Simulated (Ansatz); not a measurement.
# Be2ZnSe3: the cost of one run

Computed with Ansatz 0.2.0 (DFT PBE, scalar-relativistic, plane waves, PAW, unless a step's input says otherwise).

2 further runs of the same task are left out: 1 that didn't finish, 1 set aside as unsound or not needed.

**1. The system as given**

It takes space group I-4m2 (No. 119, tetragonal). The conventional cell has a = 3.774 Å, b = 3.774 Å, c = 16.257 Å, α = 90.00°, β = 90.00°, γ = 90.00°. Around Be (site symmetry 2mm) lie 4 Se at 2.26 to 2.27 Å. Zn (site symmetry -4m2) has 4 Se at 2.44 Å as nearest neighbours. Se (site symmetry 2mm) has 2 Be at 2.26 Å and 2 Zn at 2.44 Å as nearest neighbours. Around Se (site symmetry -4m2) lie 4 Be at 2.27 Å.

As a file:

```
CELL_PARAMETERS angstrom
-1.88718 1.88718 8.12871
1.88718 -1.88718 8.12871
1.88718 1.88718 -8.12871
ATOMIC_POSITIONS crystal
Be 0.32800 0.32800 0.00000
Be 0.67200 0.67200 0.00000
Zn 0.00000 0.00000 0.00000
Se 0.40455 0.90455 0.50000
Se 0.75000 0.25000 0.50000
Se 0.09545 0.59545 0.50000
```

The cell was relaxed beforehand at this level, from a generated guess; it needn't be the stable form of this composition. At a tolerance of 0.02 Å it has space group I-4m2 (No. 119); it has 19.30 Å³/atom, an uncorrected energy of -0.74 eV/atom over the elements.

**2. Bands, states and charges**

Input file input.yaml:

```yaml
crystal:
  lattice:
    - [-1.8871845524, 1.8871845524, 8.1287057657]
    - [1.8871845524, -1.8871845524, 8.1287057657]
    - [1.8871845524, 1.8871845524, -8.1287057657]
  atoms:
    - { symbol: Be, position: [0.3279990005, 0.3279990005, 0.0] }
    - { symbol: Be, position: [0.6720009995, 0.6720009995, 0.0] }
    - { symbol: Zn, position: [0.0, 0.0, 0.0] }
    - { symbol: Se, position: [0.4045472151, 0.9045472151, 0.5] }
    - { symbol: Se, position: [0.75, 0.25, 0.5] }
    - { symbol: Se, position: [0.0954527849, 0.5954527849, 0.5] }
basis:
  ecutwfc: 420
kpoints:
  mp_grid: { grid: [8, 8, 8] }
  band_path:
    path:
      - [[0.0, 0.0, 0.0], [0.0, 0.0, 0.5], [0.25, 0.25, 0.25], [0.0, 0.5, 0.0], [0.0, 0.0, 0.0], [0.5, 0.5, -0.5], [0.26347491, 0.73652509, -0.26347491]]
      - [[-0.26347491, 0.26347491, 0.26347491], [0.0, 0.0, 0.0]]
      - [[0.0, 0.0, 0.5], [-0.02694982, 0.02694982, 0.5]]
      - [[0.5, 0.5, -0.02694982], [0.5, 0.5, -0.5]]
    npoints: 14
hamiltonian:
  xc: pbe
scf:
  occupations: { method: gaussian, width: 0.02 }
  n_extra_bands: 15
output:
  forces: true
  stress: true
  eigenvalues: true
  populations: true
  dos: { projected: true, de: 0.02, nscf_kmesh: { grid: [12, 12, 12] } }
  bader: true
```

Launch:

```
$ ansatz run input.yaml --threads 1 --pin off --max-ram 2560MiB --backend cpu --events-out ev --progress --plain --runs-dir out
```

Q: Estimate wall time and peak memory on 1 thread of Intel Xeon Platinum 8375C at 2.90GHz (Ice Lake), shared host.

About 3 min, with a peak of 0.8 GiB.
